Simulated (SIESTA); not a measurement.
Runs of SIESTA 5.4.2 on GeCN2. The structure is trigonal, space group R-3m (No. 166). Conventional cell: a = 3.588 Å, b = 3.588 Å, c = 14.766 Å, α = 90.00°, β = 90.00°, γ = 120.00°. Ge (site symmetry -3m) is surrounded by 6 N at 2.40 Å. N (site symmetry 3m) has 1 C at 1.24 Å as nearest neighbours. Around C (site symmetry -3m) lie 2 N at 1.24 Å. The cell comes from a database or a generator and needn't be the stable form of this composition.

```csv
task,level,potentials or basis,gap on the mesh (eV),pressure (GPa),V0 of scaled cells (Å³/atom),B0 (GPa),largest force (eV/Å)
band structure,LDA,"PseudoDojo 0.4 standard (LDA files), DZP (energy shift 0.003 Ry; two zetas on semicore shells)",1.03,-1.7,-,-,1.61
equation of state,PBE,"PseudoDojo 0.4 standard (PBE files), DZP (energy shift 0.003 Ry; two zetas on semicore shells)",-,-,14.19,123,-
equation of state,PBEsol,"PseudoDojo 0.4 standard (PBEsol files), DZP (energy shift 0.003 Ry; two zetas on semicore shells)",-,-,13.89,(a),-
band structure,PBEsol,"PseudoDojo 0.4 standard (PBEsol files), DZP (energy shift 0.003 Ry; two zetas on semicore shells)",1.05,(b),-,-,1.99
equation of state,LDA,"PseudoDojo 0.4 standard (LDA files), DZP (energy shift 0.003 Ry; two zetas on semicore shells)",-,-,13.54,137,-
single point,PBE,"PseudoDojo 0.4 standard (PBE files), DZP (energy shift 0.003 Ry; two zetas on semicore shells)",(c),(d),-,-,1.74
```

Alike in all rows: no spin polarisation; cell as given; k mesh 9 × 9 × 9; smearing fermi-dirac 0.05 eV; grid cutoff 800 Ry; energy shift 0.003 Ry.

Q: Fill in the values left out.

A: (a) 129; (b) 1.7; (c) 1.16; (d) 4.5.

Caveats: the basis of atomic orbitals isn't converged, which shifts pressures, moduli and gaps; forces of over 1 eV/Å show positions far from the minimum, so gaps and moduli don't describe the material at rest (some runs); the cell was scaled at fixed shape and fractional positions, which overstates the stiffness of a crystal with free parameters, most of all of layers and chains (some runs); an odd mesh through Γ misses points on the zone boundary, where band edges often lie (some runs).

A k mesh can miss the band edges, and the runs leave out spin-orbit coupling on Ge.

Not every run made on this cell is shown here.
